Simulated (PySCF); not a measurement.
# H4N2Yb (Yb(NH2)2): the cost of one run

Program: PySCF 2.14.0. Level of theory: several levels, as the steps say, no spin–orbit coupling. These are calculated values, not measurements.

1 further run of the same task is left out (for a known fault of the program).

### 1 The system as given

7 atoms, charge 0, spin multiplicity 1.

Bond lengths: Yb1–N2 2.251 Å, Yb1–N5 2.251 Å, N2–H3 1.021 Å, N2–H4 1.021 Å, N5–H6 1.021 Å, N5–H7 1.021 Å. Angles: N2–Yb1–N5 122.9°, Yb1–N2–H3 124.6°, Yb1–N2–H4 131.2°, H3–N2–H4 104.1°, Yb1–N5–H6 124.6°, Yb1–N5–H7 131.2°, H6–N5–H7 104.1°.

Geometry (Å):

| atom | x (Å) | y (Å) | z (Å) |
| --- | --- | --- | --- |
| Yb1 | 0.0000 | 0.0000 | -0.4920 |
| N2 | 1.9761 | 0.0657 | 0.5846 |
| H3 | 2.0856 | 0.0209 | 1.5990 |
| H4 | 2.9292 | 0.1803 | 0.2360 |
| N5 | -1.9761 | -0.0657 | 0.5846 |
| H6 | -2.0856 | -0.0209 | 1.5990 |
| H7 | -2.9292 | -0.1803 | 0.2360 |

Formal oxidation states: Yb +2. Each metal's 14 4f electrons lie in its core potential, so multiplicities, spins and levels count the valence alone. An earlier session relaxed this geometry at PBE0, Yb lcecp-0-SVP with ECP60, N def2-SVP, H def2-SVP (singlet, point group C2).

At PBE0 on the finer grid: E = -144.681753 Eh, frontier levels not given, since the 4f levels lie in the core, Mulliken charge on Yb1 +0.72 e, largest force component 0.020 eV/Å. 

Levels to run: B3LYP; PBE; PBE0, TZVP. Hardware: 2 threads of Arm Neoverse V1, shared host.

### 2 B3LYP

Input file run.py (the lines that set the calculation):

```python
mol = gto.M(atom='''
Yb     0.00000     0.00000    -0.49196
N      1.97608     0.06574     0.58458
H      2.08561     0.02090     1.59904
H      2.92921     0.18026     0.23596
N     -1.97608    -0.06574     0.58458
H     -2.08561    -0.02090     1.59904
H     -2.92921    -0.18026     0.23596''',
    basis={'Yb': 'lcecp-0-SVP', 'N': 'def2-SVP', 'H': 'def2-SVP'},
    ecp={'Yb': 'lcecp-0-SVP'},
    charge=0, spin=0)
mf = dft.RKS(mol, xc='B3LYP')
mf.grids.atom_grid = (75, 302)  # f atoms: unpruned, at least (60, 302)
mf = mf.density_fit()  # fitting sets: Yb AutoAux, N def2-universal-JKFIT, H def2-universal-JKFIT
mf.conv_tol = 1e-08; mf.max_cycle = 55
mf.kernel(dm0)  # dm0: the density of the relaxed state
```

The run is started by

```sh
OMP_NUM_THREADS=2 python run.py
```

**Question.** How long does this run take on 2 threads of Arm Neoverse V1, shared host?

About 3.2 s.
